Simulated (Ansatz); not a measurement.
Input of an Ansatz 0.2.0 run:

Contents of input.yaml:

```yaml
crystal:
  lattice:
    - [0.0, 2.6045, 2.6045]
    - [2.6045, 0.0, 2.6045]
    - [2.6045, 2.6045, 0.0]
  atoms:
    - { symbol: Mn, position: [0.0, 0.0, 0.0], spin: 4.0 }
    - { symbol: S, position: [0.5, 0.5, 0.5] }
kpoints:
  mp_grid: { grid: [9, 9, 9] }
scf:
  occupations: { method: fermi_dirac, width: 0.05 }
hamiltonian:
  xc: blyp
  pseudopotentials: { kind: all_electron, lapw: { basis_error: 0.001 } }
magnetization:
  spin_polarized: true
output:
  forces: true
  stress: true
relax:
  f_tol: 0.02
  max_steps: 60
  cell: {}
```

Potentials or basis: all-electron LAPW, scalar-relativistic.

Launch:

```bash
$ ansatz run input.yaml --threads 2 --pin off --max-ram 6144MiB --backend cpu --events-out ev --progress --plain --runs-dir out
```

Task: What does it give for the site moments?

Result: Mn +4.39; S +0.17 μB.

Task: Predict the net moment.

Result: 4.70 μB per cell.

Final structure:
```
Mn S
1.0
     0.00000    2.62591    2.62591
     2.62591    0.00000    2.62591
     2.62591    2.62591    0.00000
Mn S
1 1
Direct
  0.00000 0.00000 0.00000
  0.50000 0.50000 0.50000
```

Caveat: a cell with one magnetic atom can't hold antiferromagnetic order, which such compounds often take. BLYP gives volumes clearly too large for solids.
